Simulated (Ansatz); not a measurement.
**Si2H8O (built from SMILES O[SiH2][SiH3].[H][H]): search for a transition state**

Aim: find the saddle point of a four-centre ligand exchange that is to form Si1–H7, Si2–H6 and break Si1–Si2, H6–H7, prove it by its vibrations, and relax downhill on both sides to see what it joins.

The runs use Ansatz 0.2.0, Gaussian basis; PBE0-D4, def2-SVP first, then def2-TZVP.

152 further runs of the same task are left out: 152 set aside as unsound or not needed.

## (1) Starting geometry

The guess: 11 atoms, charge 0, spin multiplicity 1.

Atoms are counted from 1 here; the program's logs count them from 0.

Bond lengths: Si1–H3 1.432 Å, Si1–H4 1.439 Å, Si1–O5 1.629 Å, Si2–H8 1.465 Å, Si2–H9 1.462 Å, Si2–H10 1.468 Å, O5–H11 0.954 Å. Angles: H3–Si1–H4 144.7°, H3–Si1–O5 95.0°, H4–Si1–O5 106.6°, H8–Si2–H9 108.0°, H8–Si2–H10 102.5°, H9–Si2–H10 103.3°, Si1–O5–H11 129.8°.

As a file:

| atom | x (Å) | y (Å) | z (Å) |
| --- | --- | --- | --- |
| Si1 | -0.25900 | -1.04740 | 0.07120 |
| Si2 | 0.42890 | 1.40320 | -0.17010 |
| H3 | 0.12650 | -1.55170 | -1.21230 |
| H4 | -0.05020 | -1.16600 | 1.49050 |
| O5 | -1.85830 | -1.22850 | -0.18000 |
| H6 | 1.44720 | 0.00590 | 0.06280 |
| H7 | 1.81110 | -1.23980 | 0.23860 |
| H8 | 0.92590 | 2.22530 | 0.93600 |
| H9 | 0.99660 | 1.92540 | -1.41260 |
| H10 | -0.98160 | 1.80120 | -0.25130 |
| H11 | -2.58700 | -1.12760 | 0.42720 |

Distances that are to change: Si1–H7 2.09 Å, Si2–H6 1.74 Å, Si1–Si2 2.56 Å, H6–H7 1.31 Å.

## (2) Relaxing the guess with the reacting distances held

File hold/in.yaml:

```yaml
crystal:
  periodic: [false, false, false]
  atoms:
    - {symbol: Si, position_ang: [-0.259000, -1.047400, 0.071200]}
    - {symbol: Si, position_ang: [0.428900, 1.403200, -0.170100]}
    - {symbol: H, position_ang: [0.126500, -1.551700, -1.212300]}
    - {symbol: H, position_ang: [-0.050200, -1.166000, 1.490500]}
    - {symbol: O, position_ang: [-1.858300, -1.228500, -0.180000]}
    - {symbol: H, position_ang: [1.447200, 0.005900, 0.062800]}
    - {symbol: H, position_ang: [1.811100, -1.239800, 0.238600]}
    - {symbol: H, position_ang: [0.925900, 2.225300, 0.936000]}
    - {symbol: H, position_ang: [0.996600, 1.925400, -1.412600]}
    - {symbol: H, position_ang: [-0.981600, 1.801200, -0.251300]}
    - {symbol: H, position_ang: [-2.587000, -1.127600, 0.427200]}
basis:
  gaussian: {orbitals: def2-SVP}
hamiltonian: {xc: pbe0, dispersion: d4}
relax: {f_tol: 0.04, max_steps: 150, escape_saddle: false, constraints: [{distance: [0, 6]}, {distance: [1, 5]}, {distance: [0, 1]}, {distance: [5, 6]}]}
```

Command:

```
$ ansatz run in.yaml --threads 4 --pin off --events-out ev --progress --plain --max-ram 9574MiB
```

The runs that follow: Force constants to start from; Saddle search in the small basis; Saddle search in triple zeta; Checking the order of the point; Relaxing after a step of 0.30 Å one way along the mode; Relaxing after a step of 0.30 Å the other way along the mode.

**Question.** What will these runs give? Wanted: imaginary mode; barrier from the start side; barrier from the end side; energy of the step; pairs that change; zero-point energy at the saddle.

As calculated:

```
                       quantity                                                       value
                 imaginary mode                                                  1091i cm⁻¹
    barrier from the start side                                                    2.036 eV
      barrier from the end side                                                    2.254 eV
             energy of the step                                                   -0.218 eV
              pairs that change  Si1–H7 formed, Si2–H6 formed, Si1–Si2 broken, H6–H7 broken
zero-point energy at the saddle                                                    1.921 eV
```

**Reading.** One imaginary mode, 1091i cm⁻¹, makes this a first-order saddle. The two relaxations end on the structures that were planned. At PBE0-D4/def2-TZVP the electronic barrier is 2.036 eV, about 79 kT at 298 K, and the step runs 0.218 eV downhill. The barrier is thin enough for tunnelling; the leading (Wigner) term alone is a factor of 2.2 at 298 K. A step off the saddle overshot and began above it in energy, so the link to its end is likely but not proven. Lower complexes than these ends may exist.
